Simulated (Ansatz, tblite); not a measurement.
# N-butylpyridinium hexafluoroantimonate (C9H14F6NSb): a ladder of methods and basis sets

One table from this session's results is given with a row withheld; the runs are named, their logs left out.

Computed with Ansatz 0.2.0, Gaussian basis. Level: as each input shows.

Levels to be run: GFN1-xTB, GFN2-xTB, PBE-D4/def2-TZVP, r2SCAN-D4/def2-TZVP, PBE-QIDH/def2-TZVP, HSE06-D4/def2-TZVP, BLYP-D4/def2-TZVP, PBE-D4/def2-SVP, PBE0-D4/def2-SVP, MP2/def2-TZVP, RPA/def2-TZVP.

## The structure

The geometry is that of the singlet, from an earlier relaxation (PBE-D4/def2-SVP).

SMILES `CCCC[n+]1ccccc1.[F][Sb-]([F])([F])([F])([F])[F]`, 31 atoms, charge 0, spin multiplicity 1.

Bond lengths: C1–C2 1.528 Å, C1–H11 1.110 Å, C1–H12 1.108 Å, C1–H13 1.111 Å, C2–C3 1.534 Å, C2–H14 1.111 Å, C2–H15 1.114 Å, C3–C4 1.527 Å, C3–H16 1.109 Å, C3–H17 1.113 Å, C4–N5 1.488 Å, C4–H18 1.109 Å, C4–H19 1.107 Å, N5–C6 1.359 Å, N5–C10 1.358 Å, C6–C7 1.391 Å, C6–H20 1.099 Å, C7–C8 1.406 Å and more. Angles: C2–C1–H11 110.9°, C2–C1–H12 111.2°, C2–C1–H13 111.8°, H11–C1–H12 107.4°, H11–C1–H13 107.7°, H12–C1–H13 107.6°, C1–C2–C3 112.7°, C1–C2–H14 109.9°, C1–C2–H15 110.0°, C3–C2–H14 107.7°, C3–C2–H15 109.8°, H14–C2–H15 106.7°, C2–C3–C4 110.5°, C2–C3–H16 107.9°, C2–C3–H17 111.1°, C4–C3–H16 109.0°, C4–C3–H17 110.4°, H16–C3–H17 107.8° and more.

Coordinates:

```xyz
31
charge 0, multiplicity 1
C    -3.8910   -0.4048    0.7680
C    -2.7946   -0.0465   -0.2339
C    -1.5909    0.6377    0.4269
C    -0.5243    0.9672   -0.6155
N     0.8034    1.3005   -0.0319
C     1.3432    2.5365   -0.1955
C     2.6224    2.8221    0.2707
C     3.3663    1.8070    0.8972
C     2.7901    0.5418    1.0570
C     1.4956    0.3130    0.5926
H    -3.5068   -1.1002    1.5429
H    -4.7446   -0.9043    0.2675
H    -4.2855    0.4948    1.2870
H    -2.4261   -0.9668   -0.7361
H    -3.2092    0.6090   -1.0330
H    -1.1645   -0.0656    1.1705
H    -1.9006    1.5589    0.9693
H    -0.3308    0.0933   -1.2697
H    -0.8200    1.8256   -1.2491
H     0.7190    3.2723   -0.7211
H     3.0329    3.8309    0.1249
H     4.3875    2.0073    1.2542
H     3.3244   -0.3046    1.5092
H     0.9843   -0.6576    0.6936
F     2.1177   -3.7280   -2.2872
Sb    0.9138   -2.9508   -0.9944
F    -0.6495   -3.1725   -2.1180
F     1.1807   -1.1645   -1.8048
F     0.6332   -4.6324   -0.0910
F    -0.2602   -2.0379    0.3301
F     2.3839   -2.4814    0.2197
```

Sb takes a core potential in the def2 sets. No spin-orbit coupling is included.

PBE0-D4/def2-TZVP was run before; its log isn't repeated, and its numbers join the tables.

Set-up of the first run:

Tight binding, by tblite at 300 K electronic temperature and without a spin-polarisation term:

```python
tblite.interface.Calculator('GFN1-xTB', numbers, positions, charge=0, uhf=0).singlepoint()
```

Tight binding, by tblite at 300 K electronic temperature and without a spin-polarisation term:

```python
tblite.interface.Calculator('GFN2-xTB', numbers, positions, charge=0, uhf=0).singlepoint()
```

start.molden holds the orbitals of an earlier run on this state, given as this run's starting guess.

The input, in.yaml:

```yaml
crystal:
  periodic: [false, false, false]
  atoms:
    - {symbol: C, position_ang: [-3.891001, -0.404835, 0.767957]}
    - {symbol: C, position_ang: [-2.794631, -0.046471, -0.233876]}
    - {symbol: C, position_ang: [-1.590916, 0.637664, 0.426917]}
    - {symbol: C, position_ang: [-0.524271, 0.967236, -0.615455]}
    - {symbol: N, position_ang: [0.803402, 1.300539, -0.031933]}
    - {symbol: C, position_ang: [1.343151, 2.536507, -0.195525]}
    - {symbol: C, position_ang: [2.622446, 2.822098, 0.270660]}
    - {symbol: C, position_ang: [3.366340, 1.807048, 0.897197]}
    - {symbol: C, position_ang: [2.790140, 0.541835, 1.057017]}
    - {symbol: C, position_ang: [1.495606, 0.313045, 0.592599]}
    - {symbol: H, position_ang: [-3.506797, -1.100207, 1.542943]}
    - {symbol: H, position_ang: [-4.744647, -0.904283, 0.267456]}
    - {symbol: H, position_ang: [-4.285488, 0.494817, 1.286992]}
    - {symbol: H, position_ang: [-2.426067, -0.966838, -0.736093]}
    - {symbol: H, position_ang: [-3.209154, 0.608959, -1.032975]}
    - {symbol: H, position_ang: [-1.164546, -0.065644, 1.170494]}
    - {symbol: H, position_ang: [-1.900617, 1.558898, 0.969292]}
    - {symbol: H, position_ang: [-0.330771, 0.093304, -1.269727]}
    - {symbol: H, position_ang: [-0.820049, 1.825604, -1.249087]}
    - {symbol: H, position_ang: [0.719020, 3.272261, -0.721150]}
    - {symbol: H, position_ang: [3.032886, 3.830914, 0.124916]}
    - {symbol: H, position_ang: [4.387525, 2.007290, 1.254201]}
    - {symbol: H, position_ang: [3.324441, -0.304648, 1.509180]}
    - {symbol: H, position_ang: [0.984253, -0.657641, 0.693631]}
    - {symbol: F, position_ang: [2.117710, -3.727999, -2.287210]}
    - {symbol: Sb, position_ang: [0.913756, -2.950791, -0.994405]}
    - {symbol: F, position_ang: [-0.649477, -3.172461, -2.118027]}
    - {symbol: F, position_ang: [1.180742, -1.164540, -1.804758]}
    - {symbol: F, position_ang: [0.633229, -4.632403, -0.091036]}
    - {symbol: F, position_ang: [-0.260151, -2.037869, 0.330114]}
    - {symbol: F, position_ang: [2.383925, -2.481371, 0.219680]}
basis:
  gaussian: {orbitals: def2-TZVP, fitting: {mean_field: def2-universal-jkfit}, initial_orbitals: start.molden}
hamiltonian: {xc: pbe, dispersion: d4}
scf: {omitted_lower_state_checks: [starts]}
output: {orbitals: {seedname: orbitals}}
```

Started as:

```sh
> ansatz run in.yaml --threads 2 --pin off --events-out ev --progress --plain --max-ram 32768MiB --backend cuda --devices 0, --max-vram 18GiB
```

Steps of the session up to this table: PBE-D4/def2-TZVP; r2SCAN-D4/def2-TZVP; PBE-QIDH/def2-TZVP; HSE06-D4/def2-TZVP; BLYP-D4/def2-TZVP; PBE-D4/def2-SVP; PBE0-D4/def2-SVP; MP2/def2-TZVP; RPA/def2-TZVP.

One table of the session follows, with a row left open; its other results are not shown here.

It belongs to the step «Binding energy». 

| level | binding an atom (eV) |
| --- | --- |
| HF/def2-TZVP | 3.027 |
| PBE-D4/def2-SVP | 4.463 |
| PBE-D4/def2-TZVP | 4.427 |
| BLYP-D4/def2-TZVP | 4.311 |
| r2SCAN-D4/def2-TZVP | ? |
| PBE0-D4/def2-SVP | 4.332 |
| PBE0-D4/def2-TZVP | 4.301 |
| HSE06-D4/def2-TZVP | 4.303 |
| MP2/def2-TZVP | 4.240 |

Q: Estimate the row for r2SCAN-D4/def2-TZVP from the others.

**Answer.** binding an atom (eV): 4.302. In the column «binding an atom (eV)» it lies between PBE0-D4/def2-TZVP (4.301) and HSE06-D4/def2-TZVP (4.303).

Caveats from the session: Free atoms were run apart at each level; binding is atoms less cluster, divided by the number of atoms, without zero-point or spin-orbit terms.
